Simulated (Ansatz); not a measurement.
# CoSi2: the cost of one run

Program: Ansatz 0.2.0. Level of theory: DFT PBEsol, scalar-relativistic, plane waves, PAW. These are calculated values, not measurements.

13 further runs of the same task are left out: 1 for a known fault of the program, 12 set aside as unsound or not needed.

## 1. The system as given

The structure is cubic, space group Fm-3m (No. 225). The conventional cell has a = 5.313 Å, b = 5.313 Å, c = 5.313 Å, α = 90.00°, β = 90.00°, γ = 90.00°. Co (site symmetry m-3m) is surrounded by 8 Si at 2.30 Å. Si (site symmetry -43m) is surrounded by 4 Co at 2.30 Å.

Coordinates:

```xyz
3
Lattice="0.0000 2.6564 2.6564 2.6564 0.0000 2.6564 2.6564 2.6564 0.0000" Properties=species:S:1:pos:R:3 pbc="T T T"
Co    0.0000    0.0000    0.0000
Si    1.3282    1.3282    1.3282
Si    3.9845    3.9845    3.9845
```

It is the result of an earlier relaxation at this level (volume 12.50 Å³/atom; gap on the mesh: none (metal)).

## 2. What is varied

The energy is mapped over a normal mode and a strain (zone-centre modes of the cell shown) (x along [1 0 0], y along [0 1 0], z along [0 0 1] of the conventional cell).

First coordinate, amplitude of mode 4 (344 cm⁻¹), largest displacement in the unstrained cell: 11 values from −0.112 Å. Second coordinate, equal normal strain along x, y and z: 7 values from −2.50 %.

Nothing else is relaxed (the pattern is fixed in fractional coordinates). Energies count from the relaxed high-symmetry cell. Points are written as (first, second).

The modes come from a phonon run on the reference cell, made beforehand.

The patterns, per unit of each coordinate (Å):

| atom | x1 | y1 | z1 |
| --- | --- | --- | --- |
| Co1 | 0.953 | 0.000 | 0.000 |
| Si2 | -1.000 | 0.000 | 0.000 |
| Si3 | -1.000 | 0.000 | 0.000 |

## 3. Point (0.000 Å, −2.50 %)

input.yaml reads:

```yaml
crystal:
  lattice:
    - [0.0, 2.5899443453, 2.5899443453]
    - [2.5899443453, 0.0, 2.5899443453]
    - [2.5899443453, 2.5899443453, 0.0]
  atoms:
    - { symbol: Co, position: [0.0, 0.0, 0.0] }
    - { symbol: Si, position: [0.25, 0.25, 0.25] }
    - { symbol: Si, position: [0.75, 0.75, 0.75] }
basis:
  ecutwfc: 520.0
kpoints:
  mp_grid: { grid: [14, 14, 14] }
hamiltonian:
  xc: pbesol
  pseudopotentials: { kind: paw, azcp: { folder: soft_1 } }
scf:
  occupations: { method: gaussian, width: 0.15 }
output:
  forces: true
  stress: true
  eigenvalues: true
```

Launch:

```
$ ansatz run input.yaml --threads 2 --pin off --max-ram 4096MiB --backend cpu --events-out ev --progress --plain --runs-dir out
```

What time and memory should one allow on 2 threads of Arm Neoverse N1, shared host?

About 5.4 s, with a peak of 0.36 GiB.
